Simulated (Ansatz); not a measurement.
Working through a comparison of dispersion corrections of CH5AlOS, SMILES C[O][AlH][SH]

Computed with Ansatz's Python interface.

Interactive session:
```pycon
>>> import ansatz as az
>>> geometry_ang = [
...     ("C", (0.5556, 1.327, 0.0484)),
...     ("O", (-0.6228, 0.913, -0.6673)),
...     ("Al", (-0.6309, -0.9356, -0.7501)),
...     ("S", (-1.4822, -2.1294, 0.9247)),
...     ("H", (0.5032, 1.0004, 1.0708)),
...     ("H", (1.4498, 1.095, -0.4789)),
...     ("H", (0.5037, 2.4825, 0.073)),
...     ("H", (0.1698, -1.6655, -1.9519)),
...     ("H", (-0.3578, -2.1339, 1.7143)),
... ]
>>> molecule = az.Crystal.molecule()
>>> for symbol, xyz in geometry_ang:
...     molecule = molecule.atom(symbol, xyz)
...
>>> calc = molecule.calculation().basis(gaussian="def2-SVP")
>>> for name in ["revpbe", "b3lyp"]:
...     for correction in ("d3bj", "d4"):
...         report = calc.functional(name, dispersion=correction).run(threads=1).report
...         print(f"{name:8s} {correction:5s} total {report['free_energy_ev']:.5f} eV, of which dispersion {1000 * report['dispersion']['energy']['ev']:.2f} meV")
...
revpbe   d3bj  total -20587.12266 eV, of which dispersion -391.35 meV
revpbe   d4    total -20587.19591 eV, of which dispersion -464.60 meV
b3lyp    d3bj  total -20592.60055 eV, of which dispersion -296.44 meV
b3lyp    d4    total -20592.56612 eV, of which dispersion -262.00 meV
```

What to keep in mind:
- Total energies depend on the basis set; only differences at equal settings carry meaning.
- The geometry is a force-field or estimated start, not a minimum of this method, and the basis set is short of its limit. D4 holds the three-body term, and d3bj doesn't.
- b3lyp holds the VWN-RPA fit, as in Gaussian; the form of ORCA and Turbomole is b3lyp5.
- It ran for 8.4 s on 1 thread of AMD EPYC 7B13 (Zen 3), on a shared host, peak memory 0.23 GiB.
